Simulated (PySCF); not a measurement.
# [ReO(OH)3]2+: forces at shaken geometries

Aim: move all atoms of relaxed [ReO(OH)3]2+ at random and read energies and forces. The species was built from a template and needn't be a known compound.

The runs use PySCF 2.14.0; PBE, Re def2-SVP with ECP60, O def2-SVP, H def2-SVP; scalar-relativistic core potentials, no spin–orbit coupling.

3 further runs of the same task are left out: 2 for a known fault of the program, 1 that didn't finish.

**1. The system as given**

8 atoms, charge 2, spin multiplicity 1.

Bond lengths: Re1–O2 1.666 Å, Re1–O3 1.780 Å, Re1–O5 1.779 Å, Re1–O7 1.780 Å, O3–H4 1.004 Å, O5–H6 1.004 Å, O7–H8 1.004 Å. Angles: O2–Re1–O3 108.6°, O2–Re1–O5 108.5°, O2–Re1–O7 108.5°, O3–Re1–O5 110.5°, O3–Re1–O7 110.2°, O5–Re1–O7 110.5°, Re1–O3–H4 154.5°, Re1–O5–H6 154.9°, Re1–O7–H8 154.3°.

Coordinates:

```xyz
8
H3O4Re
Re   -0.1261   -0.0915   -0.1450
O     0.9008    0.7733    0.8416
O    -1.2516   -1.0168    0.8769
H    -1.6337   -1.3290    1.7509
O     0.8492   -1.1904   -1.1486
H     1.7024   -1.6000   -1.4832
O    -1.0245    1.0558   -1.1668
H    -1.2603    1.9698   -1.5079
```

Formal oxidation states: Re +7. An earlier session relaxed this geometry at PBE, Re def2-SVP with ECP60, O def2-SVP, H def2-SVP (singlet, point group C3v).

Its energy there is -379.828188 Eh.

**2. Atoms moved at random, σ = 0.1 Å**

run.py (the lines that set the calculation) reads:

```python
mol = gto.M(atom='''
Re    -0.13372    -0.13167    -0.18719
O      0.78464     0.76046     0.98877
O     -1.26441    -1.12614     0.94606
H     -1.67245    -1.26388     1.64337
O      0.80367    -1.08941    -1.15994
H      1.77814    -1.67815    -1.50941
O     -1.04516     1.03044    -1.20306
H     -1.09457     2.06949    -1.50072''',
    basis={'Re': 'def2-SVP', 'O': 'def2-SVP', 'H': 'def2-SVP'},
    ecp={'Re': 'def2-SVP'},
    charge=2, spin=0)
mf = dft.RKS(mol, xc='PBE')
mf.grids.atom_grid = (50, 194)
mf = mf.density_fit()  # fitting sets: Re def2-universal-JKFIT, O def2-universal-JKFIT, H def2-universal-JKFIT
mf.conv_tol = 1e-08; mf.max_cycle = 55
mf.kernel(dm0)  # dm0: the density of the relaxed state
```

Launch:

```console
$ OMP_NUM_THREADS=2 python run.py
```

The log of the run:

```text
init E= -379.552089317951
  HOMO = -0.785722712866809  LUMO = -0.669472555495787  gap/eV = 3.16333
cycle= 1 E= -379.709229242853  delta_E= -0.157  |g|= 0.356  |ddm|= 0.81
  HOMO = -0.702331946065254  LUMO = -0.570571647492823  gap/eV = 3.58538
cycle= 2 E= -379.300850141497  delta_E= 0.408  |g|= 1.45  |ddm|= 1.25
  HOMO = -0.742871225527094  LUMO = -0.584408451522306  gap/eV = 4.31199
cycle= 3 E= -379.668206699136  delta_E= -0.367  |g|= 0.568  |ddm|= 1.11
  HOMO = -0.725187852312652  LUMO = -0.601049163237408  gap/eV = 3.37799
cycle= 4 E= -379.727896901662  delta_E= -0.0597  |g|= 0.224  |ddm|= 0.518
  HOMO = -0.740408096569324  LUMO = -0.610088106862012  gap/eV = 3.54619
cycle= 5 E= -379.73659619308  delta_E= -0.0087  |g|= 0.0684  |ddm|= 0.159
  HOMO = -0.739523556752001  LUMO = -0.606984616732237  gap/eV = 3.60657
cycle= 6 E= -379.736861547183  delta_E= -0.000265  |g|= 0.0601  |ddm|= 0.0786
  HOMO = -0.737388658055635  LUMO = -0.606257858951277  gap/eV = 3.56825
cycle= 7 E= -379.737557329014  delta_E= -0.000696  |g|= 0.0157  |ddm|= 0.0403
  HOMO = -0.738002368574405  LUMO = -0.606732636652153  gap/eV = 3.57203
cycle= 8 E= -379.737595105908  delta_E= -3.78e-05  |g|= 0.00901  |ddm|= 0.0119
  HOMO = -0.738335576454738  LUMO = -0.606787325799253  gap/eV = 3.57961
cycle= 9 E= -379.737610883759  delta_E= -1.58e-05  |g|= 0.00175  |ddm|= 0.00548
  HOMO = -0.73834993438795  LUMO = -0.606715817280346  gap/eV = 3.58195
cycle= 10 E= -379.737611466976  delta_E= -5.83e-07  |g|= 0.000372  |ddm|= 0.00114
  HOMO = -0.738347037211738  LUMO = -0.606727372375973  gap/eV = 3.58155
cycle= 11 E= -379.737611495811  delta_E= -2.88e-08  |g|= 4.66e-05  |ddm|= 0.000264
  HOMO = -0.73834921565715  LUMO = -0.606728480505306  gap/eV = 3.58158
cycle= 12 E= -379.737611496246  delta_E= -4.35e-10  |g|= 1.63e-05  |ddm|= 4.56e-05
  HOMO = -0.738345849244824  LUMO = -0.606729453721261  gap/eV = 3.58146
Extra cycle  E= -379.73761149454  delta_E= 1.71e-09  |g|= 9.41e-05  |ddm|= 7.19e-05
converged SCF energy = -379.73761149454
```

Run time: 6.5 s. Hardware: 2 threads of Arm Neoverse V1, shared host.

It gives: E = -379.737611 Eh (+2.465 eV from the relaxed state), HOMO -20.09 eV, LUMO -16.51 eV, Mulliken charge on Re1 +1.51 e, largest force component 15.054 eV/Å. 

```
atom      Fx      Fy  Fz (eV/Å)
 Re1  -5.319   4.317      9.214
  O2  -1.167  -1.660     -2.894
  O3   9.092   3.877    -15.054
  H4  -7.221  -2.397     12.513
  O5   7.401  -5.778     -4.858
  H6  -3.074   1.777      0.982
  O7   0.360   2.120     -0.539
  H8  -0.071  -2.256      0.635
```

**3. Atoms moved at random, σ = 0.03 Å**

run.py (the lines that set the calculation) reads:

```python
mol = gto.M(atom='''
Re    -0.16251    -0.06688    -0.15346
O      0.86458     0.80930     0.86868
O     -1.23517    -1.05222     0.83755
H     -1.62239    -1.35442     1.77296
O      0.91869    -1.15690    -1.14427
H      1.67460    -1.63333    -1.47427
O     -1.01906     1.02922    -1.19266
H     -1.26258     1.99636    -1.49664''',
    basis={'Re': 'def2-SVP', 'O': 'def2-SVP', 'H': 'def2-SVP'},
    ecp={'Re': 'def2-SVP'},
    charge=2, spin=0)
mf = dft.RKS(mol, xc='PBE')
mf.grids.atom_grid = (50, 194)
mf = mf.density_fit()  # fitting sets: Re def2-universal-JKFIT, O def2-universal-JKFIT, H def2-universal-JKFIT
mf.conv_tol = 1e-08; mf.max_cycle = 55
mf.kernel(dm0)  # dm0: the density of the relaxed state
```

Launch:

```console
$ OMP_NUM_THREADS=2 python run.py
```

The log of the run:

```text
init E= -379.756499786491
  HOMO = -0.770178050371191  LUMO = -0.615233982647256  gap/eV = 4.21624
cycle= 1 E= -379.815399722271  delta_E= -0.0589  |g|=  0.1  |ddm|= 0.33
  HOMO = -0.746699170006118  LUMO = -0.590190757558722  gap/eV = 4.25881
cycle= 2 E= -379.788770831285  delta_E= 0.0266  |g|= 0.373  |ddm|= 0.324
  HOMO = -0.748741258849203  LUMO = -0.592807507955553  gap/eV = 4.24317
cycle= 3 E= -379.815629422211  delta_E= -0.0269  |g|= 0.0979  |ddm|= 0.291
  HOMO = -0.751700092008453  LUMO = -0.596838561542774  gap/eV = 4.21400
cycle= 4 E= -379.81614570595  delta_E= -0.000516  |g|= 0.0833  |ddm|= 0.106
  HOMO = -0.753082014760011  LUMO = -0.597575685504139  gap/eV = 4.23154
cycle= 5 E= -379.817475911358  delta_E= -0.00133  |g|= 0.00997  |ddm|= 0.0558
  HOMO = -0.752474080626847  LUMO = -0.596987742679713  gap/eV = 4.23100
cycle= 6 E= -379.817484816495  delta_E= -8.91e-06  |g|= 0.00794  |ddm|= 0.0123
  HOMO = -0.752547409890076  LUMO = -0.596906394239687  gap/eV = 4.23521
cycle= 7 E= -379.817497388986  delta_E= -1.26e-05  |g|= 0.00166  |ddm|= 0.00572
  HOMO = -0.752476921129074  LUMO = -0.597006192173245  gap/eV = 4.23057
cycle= 8 E= -379.817497631678  delta_E= -2.43e-07  |g|= 0.00134  |ddm|= 0.00201
  HOMO = -0.75257097937746  LUMO = -0.597018511671996  gap/eV = 4.23280
cycle= 9 E= -379.817497994825  delta_E= -3.63e-07  |g|= 0.000183  |ddm|= 0.000984
  HOMO = -0.752560455836194  LUMO = -0.597009450928115  gap/eV = 4.23276
cycle= 10 E= -379.817498001995  delta_E= -7.17e-09  |g|= 3.14e-05  |ddm|= 0.000126
  HOMO = -0.752553247177998  LUMO = -0.597008974345067  gap/eV = 4.23258
Extra cycle  E= -379.817497997779  delta_E= 4.22e-09  |g|= 0.000143  |ddm|= 0.000132
converged SCF energy = -379.817497997779
```

Run time: 5.2 s. Hardware: 2 threads of Arm Neoverse V1, shared host.

It gives: E = -379.817498 Eh (+0.291 eV from the relaxed state), HOMO -20.48 eV, LUMO -16.25 eV, Mulliken charge on Re1 +1.54 e, largest force component 4.342 eV/Å. 

```csv
atom,Fx,Fy,Fz (eV/Å)
Re1,4.342,-1.842,0.472
O2,-1.139,-0.592,-0.832
O3,-1.247,-0.718,2.052
H4,0.592,0.435,-1.543
O5,-3.333,2.336,1.774
H6,1.939,-1.122,-0.765
O7,-1.384,2.728,-1.427
H8,0.230,-1.225,0.270
```

**4. Atoms moved at random, σ = 0.06 Å**

run.py (the lines that set the calculation) reads:

```python
mol = gto.M(atom='''
Re    -0.05105    -0.02785    -0.15183
O      0.81459     0.76082     0.87744
O     -1.18136    -1.02901     0.88016
H     -1.50705    -1.30793     1.66210
O      0.85404    -1.22802    -1.07587
H      1.69347    -1.64332    -1.47785
O     -1.13707     1.00892    -1.16414
H     -1.32942     2.03754    -1.53212''',
    basis={'Re': 'def2-SVP', 'O': 'def2-SVP', 'H': 'def2-SVP'},
    ecp={'Re': 'def2-SVP'},
    charge=2, spin=0)
mf = dft.RKS(mol, xc='PBE')
mf.grids.atom_grid = (50, 194)
mf = mf.density_fit()  # fitting sets: Re def2-universal-JKFIT, O def2-universal-JKFIT, H def2-universal-JKFIT
mf.conv_tol = 1e-08; mf.max_cycle = 55
mf.kernel(dm0)  # dm0: the density of the relaxed state
```

Launch:

```console
$ OMP_NUM_THREADS=2 python run.py
```

The log of the run:

```text
init E= -379.779302285345
  HOMO = -0.751853570231665  LUMO = -0.609556884461635  gap/eV = 3.87209
cycle= 1 E= -379.735560435543  delta_E= 0.0437  |g|= 0.471  |ddm|= 0.76
  HOMO = -0.662697433368479  LUMO = -0.580766214920361  gap/eV = 2.22946
cycle= 2 E= -378.255685211273  delta_E= 1.48  |g|= 2.65  |ddm|= 2.11
  HOMO = -0.744580947418177  LUMO = -0.582879509468155  gap/eV = 4.40012
cycle= 3 E= -379.719476672129  delta_E= -1.46  |g|= 0.556  |ddm|= 1.77
  HOMO = -0.74518413372752  LUMO = -0.602326317313978  gap/eV = 3.88736
cycle= 4 E= -379.773834578653  delta_E= -0.0544  |g|= 0.24  |ddm|= 0.517
  HOMO = -0.752242825549154  LUMO = -0.606435988520746  gap/eV = 3.96761
cycle= 5 E= -379.782412620824  delta_E= -0.00858  |g|= 0.115  |ddm|= 0.18
  HOMO = -0.755173546990734  LUMO = -0.604904524740287  gap/eV = 4.08903
cycle= 6 E= -379.785093181539  delta_E= -0.00268  |g|= 0.0298  |ddm|= 0.0887
  HOMO = -0.752991771587424  LUMO = -0.602498933971394  gap/eV = 4.09512
cycle= 7 E= -379.785227433218  delta_E= -0.000134  |g|= 0.0177  |ddm|= 0.0265
  HOMO = -0.75349190691918  LUMO = -0.602634067951306  gap/eV = 4.10505
cycle= 8 E= -379.785287179638  delta_E= -5.97e-05  |g|= 0.00667  |ddm|= 0.0146
  HOMO = -0.753806330492379  LUMO = -0.602824813003984  gap/eV = 4.10842
cycle= 9 E= -379.785295615657  delta_E= -8.44e-06  |g|= 0.00071  |ddm|= 0.00439
  HOMO = -0.753764763970554  LUMO = -0.602775657682651  gap/eV = 4.10862
cycle= 10 E= -379.785295720116  delta_E= -1.04e-07  |g|= 0.000147  |ddm|= 0.000598
  HOMO = -0.753770590346121  LUMO = -0.602781227927118  gap/eV = 4.10863
cycle= 11 E= -379.785295724695  delta_E= -4.58e-09  |g|= 3.53e-05  |ddm|= 0.000104
  HOMO = -0.753772072270062  LUMO = -0.602779810071689  gap/eV = 4.10871
Extra cycle  E= -379.785295718978  delta_E= 5.72e-09  |g|= 0.000166  |ddm|= 0.000152
converged SCF energy = -379.785295718978
```

Run time: 5.7 s. Hardware: 2 threads of Arm Neoverse V1, shared host.

Result: E = -379.785296 Eh (+1.167 eV from the relaxed state), HOMO -20.51 eV, LUMO -16.40 eV, Mulliken charge on Re1 +1.53 e, largest force component 8.197 eV/Å. 

```
atom      Fx      Fy  Fz (eV/Å)
 Re1  -8.197  -5.532     -3.629
  O2   5.476   4.930      5.309
  O3   3.273   2.921     -7.200
  H4  -2.299  -1.965      5.974
  O5   1.479  -0.526     -0.997
  H6  -0.488   0.192      0.297
  O7   0.314   2.718     -0.784
  H8   0.442  -2.739      1.030
```

**5. Results**

| σ (Å) | energy rise (eV) | harmonic estimate −½ F·u (eV) | largest force component (eV/Å) |
| --- | --- | --- | --- |
| 0.1 | 2.465 | 2.565 | 15.05 |
| 0.03 | 0.291 | 0.283 | 4.34 |
| 0.06 | 1.167 | 1.216 | 8.20 |

Every displacement raises the energy. For a harmonic well the rise equals −½ F·u; the two differ by at most 4 % here (a move with σ = 0.06 Å), from anharmonicity, the grid and the small forces left at the relaxed point. The bases are small and lack diffuse functions. Spin–orbit coupling is left out.
